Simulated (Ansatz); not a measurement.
# Zn4Se: the cost of one run

Computed with Ansatz 0.2.0 (DFT PBE, scalar-relativistic, plane waves, PAW, unless a step's input says otherwise).

### 1 Starting point

The structure is cubic, space group P-43m (No. 215). Conventional cell: a = 4.560 Å, b = 4.560 Å, c = 4.560 Å, α = 90.00°, β = 90.00°, γ = 90.00°. Around Zn (site symmetry 3m) lie 1 Se at 1.97 Å. Around Se (site symmetry -43m) lie 4 Zn at 1.97 Å.

Coordinates:

```cif
data_structure
_symmetry_space_group_name_H-M 'P-43m'
_symmetry_Int_Tables_number 215
_cell_length_a 4.5604
_cell_length_b 4.5604
_cell_length_c 4.5604
_cell_angle_alpha 90.000
_cell_angle_beta 90.000
_cell_angle_gamma 90.000
_cell_volume 94.85
loop_
_atom_site_label
_atom_site_type_symbol
_atom_site_symmetry_multiplicity
_atom_site_Wyckoff_symbol
_atom_site_fract_x
_atom_site_fract_y
_atom_site_fract_z
_atom_site_occupancy
Zn1 Zn 4 e 0.25000 0.25000 0.25000 1
Se1 Se 1 a 0.00000 0.00000 0.00000 1
```

The cell is invented: species swapped into a database cell of SnI4 (P-43m, No. 215), with Se on the Sn sites and Zn on the I sites. Its size is a rough estimate.

### 2 A first look at the guess

input.yaml reads:

```yaml
crystal:
  lattice:
    - [4.56044923, 0.0, 0.0]
    - [0.0, 4.56044923, 0.0]
    - [0.0, 0.0, 4.56044923]
  atoms:
    - { symbol: Zn, position: [0.25, 0.25, 0.25] }
    - { symbol: Zn, position: [0.75, 0.75, 0.25] }
    - { symbol: Zn, position: [0.25, 0.75, 0.75] }
    - { symbol: Zn, position: [0.75, 0.25, 0.75] }
    - { symbol: Se, position: [0.0, 0.0, 0.0] }
basis:
  ecutwfc: 420
kpoints:
  mp_grid: { grid: [4, 4, 4] }
hamiltonian:
  xc: pbe
scf:
  occupations: { method: gaussian, width: 0.1 }
  lower_state_search: "off"
output:
  forces: true
  stress: true
  eigenvalues: true
```

Started as:

```console
$ ansatz run input.yaml --threads 1 --pin off --max-ram 2560MiB --backend cpu --events-out ev --progress --plain --runs-dir out
```

Q: Estimate wall time and peak memory on 1 thread of Arm Neoverse V2, shared host.

About 3.7 s, with a peak of 0.31 GiB.
